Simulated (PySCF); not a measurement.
# Cu: interval between two levels with spin-orbit coupling

Wanted: the interval between two levels of copper, up a ladder of methods.

Program: PySCF 2.14.0. Level of theory: two-component X2C-1e, generalised determinants. These are calculated values, not measurements, unless marked.

## 1. The system

| Item | Value |
| --- | --- |
| Element | copper (Z = 29) |
| Basis | x2c-SVPall-2c with one added diffuse shell each of s, d type (6s5p4d1f, 48 functions) |
| Hamiltonian | two-component X2C-1e, Gaussian nucleus, no Breit or QED terms; spin-orbit coupling, run by run: off; screened by Boettger's factors |
| Core shells frozen in the correlated runs | [Ne] (for Cu) |
| State 1 | Cu 3d9 4s1 5s1 4D7/2: [Ar] 3d9 4s1 5s1; 3d3/2 filled at m_j = -3/2, -1/2, +1/2, +3/2; 3d5/2 filled at m_j = -3/2, -1/2, +1/2, +3/2, +5/2; 4s1/2 filled at m_j = +1/2; 5s1/2 filled at m_j = +1/2 |
| Needed too, but not shown | Cu [Ar] 3d10 4s1 (2S) |
| Methods | GHF, GMP2 |

Outer shells as boxes (Hund's rule):

Cu [Ar] 3d9 4s1 5s1
```
[Ar] core
3d [↑↓][↑↓][↑↓][↑↓][↑ ]
4s [↑ ]
5s [↑ ]
```

All steps ran in one process of a driver on top of PySCF, which takes the settings above as its task.

It was started by

```console
> OMP_NUM_THREADS=1 python sorun2.py TASK.json OUT
```

The integrals over 48 functions and the set-up took 0.52 s of CPU time.

## 2. Cu 3d9 4s1 5s1 4D7/2: the ladder of methods

GHF (spin-free):

The program printed:

```text
cycle= 1 E= -1652.6616030708  delta_E= -1.65e+03  |FDS-SDF|= 0.0182
cycle= 2 E= -1652.6653104352  delta_E= -0.00371  |FDS-SDF|= 0.00523
cycle= 3 E= -1652.6658188141  delta_E= -0.000508  |FDS-SDF|= 0.00257
cycle= 4 E= -1652.6659459413  delta_E= -0.000127  |FDS-SDF|= 0.000265
cycle= 5 E= -1652.6659650090  delta_E= -1.91e-05  |FDS-SDF|= 3.13e-05
cycle= 6 E= -1652.6659663423  delta_E= -1.33e-06  |FDS-SDF|= 9.86e-06
cycle= 7 E= -1652.6659665328  delta_E= -1.91e-07  |FDS-SDF|= 2.69e-06
cycle= 8 E= -1652.6659665406  delta_E= -7.75e-09  |FDS-SDF|= 8.08e-07
cycle= 9 E= -1652.6659665410  delta_E= -4.1e-10  |FDS-SDF|= 2.56e-07
```

Time after the integrals: 0.39 s (1 thread of Neoverse-V1, shared host).

Occupied spinors (without spin-orbit coupling the j labels only name the start):

| spinor shell | electrons | mean energy (eV) | weight of the nominal j | rms radius (bohr) |
| --- | --- | --- | --- | --- |
| 1s1/2 | 2 | -9058.0 | 1.000 | 0.0602 |
| 2s1/2 | 2 | -1146.7 | 1.000 | 0.254 |
| 2p3/2 | 4 | -987.41 | 0.833 | 0.228 |
| 2p1/2 | 2 | -988.31 | 0.667 | 0.228 |
| 3s1/2 | 2 | -152.76 | 1.000 | 0.765 |
| 3p3/2 | 4 | -102.89 | 0.833 | 0.816 |
| 3p1/2 | 2 | -105.06 | 0.667 | 0.816 |
| 3d5/2 | 5 | -25.254 | 0.760 | 1.05 |
| 3d3/2 | 4 | -26.028 | 0.700 | 1.04 |
| 4s1/2 | 1 | -12.790 | 1.000 | 2.87 |
| 5s1/2 | 1 | -2.523 | 1.000 | 8.52 |

M_J = 7/2, ⟨J²⟩ = 15.755, ⟨L²⟩ = 6.005, ⟨S²⟩ = 3.750.

GMP2 (spin-free):

This step left no log, only its results.

It took 0.24 s on 1 thread of Neoverse-V1, shared host, the integrals not counted.

With 19 electrons correlated and 6 very high virtual spinors dropped, the MP2 correlation energy is -0.30944 hartree. Largest pairs: 3d3/2-3d5/2 -0.0915, 3d5/2-3d5/2 -0.0536, 3d5/2-3p3/2 -0.0331, 3d3/2-3d3/2 -0.0328, 3d3/2-3p3/2 -0.0234.

GHF (screened spin-orbit):

The program printed:

```text
cycle= 1 E= -1652.6954168441  delta_E= -1.65e+03  |FDS-SDF|= 0.0188
cycle= 2 E= -1652.6993142277  delta_E= -0.0039  |FDS-SDF|= 0.00524
cycle= 3 E= -1652.6998296922  delta_E= -0.000515  |FDS-SDF|= 0.00264
cycle= 4 E= -1652.6999612482  delta_E= -0.000132  |FDS-SDF|= 0.000294
cycle= 5 E= -1652.6999808252  delta_E= -1.96e-05  |FDS-SDF|= 3.33e-05
cycle= 6 E= -1652.6999820721  delta_E= -1.25e-06  |FDS-SDF|= 1.02e-05
cycle= 7 E= -1652.6999822445  delta_E= -1.72e-07  |FDS-SDF|= 2.76e-06
cycle= 8 E= -1652.6999822519  delta_E= -7.38e-09  |FDS-SDF|= 8.51e-07
cycle= 9 E= -1652.6999822522  delta_E= -3.48e-10  |FDS-SDF|= 2.67e-07
```

It took 0.4 s on 1 thread of Neoverse-V1, shared host, the integrals not counted.

The outer occupied spinors:

| spinor shell | electrons | mean energy (eV) | weight of the nominal j | rms radius (bohr) |
| --- | --- | --- | --- | --- |
| 2p3/2 | 4 | -980.66 | 1.000 | 0.229 |
| 3s1/2 | 2 | -152.74 | 1.000 | 0.765 |
| 3p1/2 | 2 | -106.63 | 0.947 | 0.812 |
| 3p3/2 | 4 | -102.12 | 0.974 | 0.818 |
| 3d3/2 | 4 | -26.236 | 0.805 | 1.04 |
| 3d5/2 | 5 | -25.095 | 0.844 | 1.05 |
| 4s1/2 | 1 | -12.790 | 1.000 | 2.87 |
| 5s1/2 | 1 | -2.523 | 1.000 | 8.52 |

M_J = 7/2, ⟨J²⟩ = 15.755, ⟨L²⟩ = 6.006, ⟨S²⟩ = 3.751. Rows whose weight is well below 1 mix j = l ± 1/2: exchange outweighs spin-orbit coupling there.

GMP2 (screened spin-orbit):

No log was kept for this step.

It took 0.24 s on 1 thread of Neoverse-V1, shared host, the integrals not counted.

With 19 electrons correlated and 6 very high virtual spinors dropped, the MP2 correlation energy is -0.30946 hartree. Largest pairs: 3d3/2-3d5/2 -0.0974, 3d5/2-3d5/2 -0.0504, 3d5/2-3p3/2 -0.0330, 3d3/2-3d3/2 -0.0301, 3d3/2-3p3/2 -0.0233.

## 3. Differences of total energies

Interval between two levels: Cu [Ar] 3d10 4s1 [4s1/2^1, M_J = 1/2] → Cu [Ar] 3d9 4s1 5s1 [3d3/2^4 3d5/2^5 4s1/2^1 5s1/2^1, M_J = 7/2].

| method | value (eV) |
| --- | --- |
| GHF (spin-free) | 5.153 |
| GMP2 (spin-free) | 8.339 |
| GHF (screened spin-orbit) | 5.047 |
| GMP2 (screened spin-orbit) | 8.233 |

The differences also use runs on Cu [Ar] 3d10 4s1 (2S), which are not shown here.

## 4. What came out

```
                                           quantity                                                       value
interval between two levels, Cu → 3d9 4s1 5s1 4D7/2  GHF (spin-free) 5.153, GMP2 (screened spin-orbit) 8.233 eV
```

The methods span 3.292 eV, from GHF (screened spin-orbit) to GMP2 (spin-free). No reference value is at hand in this session. Spin-orbit coupling moves the difference by -0.105 eV at GMP2. All values hold for this basis alone; no basis-set limit was taken.
